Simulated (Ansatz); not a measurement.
**SnH2O2: basis-set convergence**

How large a basis does SnH2O2 need? Two functionals are run in growing sets.

Computed with Ansatz 0.2.0, Gaussian basis. Level: one geometry, several basis sets.

Plan: PBE0-D4/def2-SVP; ωB97M-V/def2-SVP; PBE0-D4/def2-QZVPP; ωB97M-V/def2-QZVPP; the functionals' def2-TZVPP values are taken from earlier runs.

## 1. The geometry

All runs share one geometry, relaxed beforehand with PBE0-D4 in a triple-zeta def2 set. Sn takes the def2 core potential; no spin-orbit term is included.

5 atoms, charge 0, spin multiplicity 1.

Atoms are counted from 1 here; the program's logs count them from 0.

Bond lengths: O1–Sn2 1.987 Å, O1–H4 0.960 Å, Sn2–O3 1.966 Å, O3–H5 0.964 Å. Angles: Sn2–O1–H4 116.9°, O1–Sn2–O3 91.9°, Sn2–O3–H5 111.9°.

## 2. PBE0-D4 in def2-SVP

Input file in.yaml:

```yaml
crystal:
  periodic: [false, false, false]
  atoms:
    - {symbol: O, position_ang: [-0.984343, 0.177823, -0.613754]}
    - {symbol: Sn, position_ang: [-0.153735, -0.943867, 0.800883]}
    - {symbol: O, position_ang: [1.561830, 0.002891, 0.636097]}
    - {symbol: H, position_ang: [-1.901159, -0.005562, -0.831359]}
    - {symbol: H, position_ang: [1.527208, 0.695116, -0.033267]}
basis:
  gaussian: {orbitals: def2-SVP}
hamiltonian: {xc: pbe0, dispersion: d4}
output: {orbitals: {seedname: orbitals}}
```

After this run come: ωB97M-V in def2-SVP; PBE0-D4 in def2-QZVPP; ωB97M-V in def2-QZVPP.

Q: Predict the results of all the runs planned. Wanted: PBE0-D4: double and triple zeta above quadruple; ωB97M-V: double and triple zeta above quadruple.

**Answer**, as computed:

```
                                       quantity          value
PBE0-D4: double and triple zeta above quadruple  6.13, 0.33 eV
ωB97M-V: double and triple zeta above quadruple  6.27, 0.32 eV
```

What this shows: For PBE0-D4 the step from double to triple zeta gains 5.80 eV and the next only 0.33 eV. Total energies overstate the basis error of differences, where much of it tends to cancel.
